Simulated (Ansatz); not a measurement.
# CoSi16: the cost of one run

Program: Ansatz 0.2.0. Level of theory: DFT PBE, plane waves, PAW, scalar-relativistic, collinear spin. These are calculated values, not measurements.

3 further runs of the same task are left out: 3 for a known fault of the program.

## (1) Starting point

The cell holds 17 atoms (CoSi16): a = 7.679 Å, b = 7.679 Å, c = 7.679 Å, α = 60.00°, β = 60.00°, γ = 60.00°.

As a file:

```
CELL_PARAMETERS angstrom
0.00000 5.43000 5.43000
5.43000 0.00000 5.43000
5.43000 5.43000 0.00000
ATOMIC_POSITIONS crystal
Si 0.00000 0.00000 0.00000
Si 0.12500 0.12500 0.12500
Si 0.00000 0.00000 0.50000
Si 0.12500 0.12500 0.62500
Si 0.00000 0.50000 0.00000
Si 0.12500 0.62500 0.12500
Si 0.00000 0.50000 0.50000
Si 0.12500 0.62500 0.62500
Si 0.50000 0.00000 0.00000
Si 0.62500 0.12500 0.12500
Si 0.50000 0.00000 0.50000
Si 0.62500 0.12500 0.62500
Si 0.50000 0.50000 0.00000
Si 0.62500 0.62500 0.12500
Si 0.50000 0.50000 0.50000
Si 0.62500 0.62500 0.62500
Co 0.25781 0.75478 0.24461
```

## (2) Relaxing the start

The input, input.yaml:

```yaml
accuracy: low
crystal:
  lattice:
    - [0.0, 5.43, 5.43]
    - [5.43, 0.0, 5.43]
    - [5.43, 5.43, 0.0]
  atoms:
    - { symbol: Si, position: [0.0, 0.0, 0.0] }
    - { symbol: Si, position: [0.125, 0.125, 0.125] }
    - { symbol: Si, position: [0.0, 0.0, 0.5] }
    - { symbol: Si, position: [0.125, 0.125, 0.625] }
    - { symbol: Si, position: [0.0, 0.5, 0.0] }
    - { symbol: Si, position: [0.125, 0.625, 0.125] }
    - { symbol: Si, position: [0.0, 0.5, 0.5] }
    - { symbol: Si, position: [0.125, 0.625, 0.625] }
    - { symbol: Si, position: [0.5, 0.0, 0.0] }
    - { symbol: Si, position: [0.625, 0.125, 0.125] }
    - { symbol: Si, position: [0.5, 0.0, 0.5] }
    - { symbol: Si, position: [0.625, 0.125, 0.625] }
    - { symbol: Si, position: [0.5, 0.5, 0.0] }
    - { symbol: Si, position: [0.625, 0.625, 0.125] }
    - { symbol: Si, position: [0.5, 0.5, 0.5] }
    - { symbol: Si, position: [0.625, 0.625, 0.625] }
    - { symbol: Co, position: [0.257807, 0.7547821, 0.2446103], spin: 1.0 }
magnetization:
  spin_polarized: true
basis:
  ecutwfc: 420.0
kpoints:
  mp_grid: { grid: [2, 2, 2] }
hamiltonian:
  xc: pbe
  pseudopotentials: { kind: paw, azcp: { folder: soft_1 } }
scf:
  occupations: { method: fermi_dirac, width: 0.05 }
  lower_state_search: "off"
relax:
  f_tol: 0.08
  max_steps: 25
  adjacent_minimum: "off"
```

The run is started by

```bash
$ ansatz run input.yaml --threads 2 --pin off --max-ram 5120MiB --backend cpu --events-out ev --progress --plain --runs-dir out
```

Q: Estimate wall time and peak memory on 2 threads of Intel Xeon Platinum 8375C at 2.90GHz (Ice Lake), shared host.

About 29 s, with a peak of 0.79 GiB.
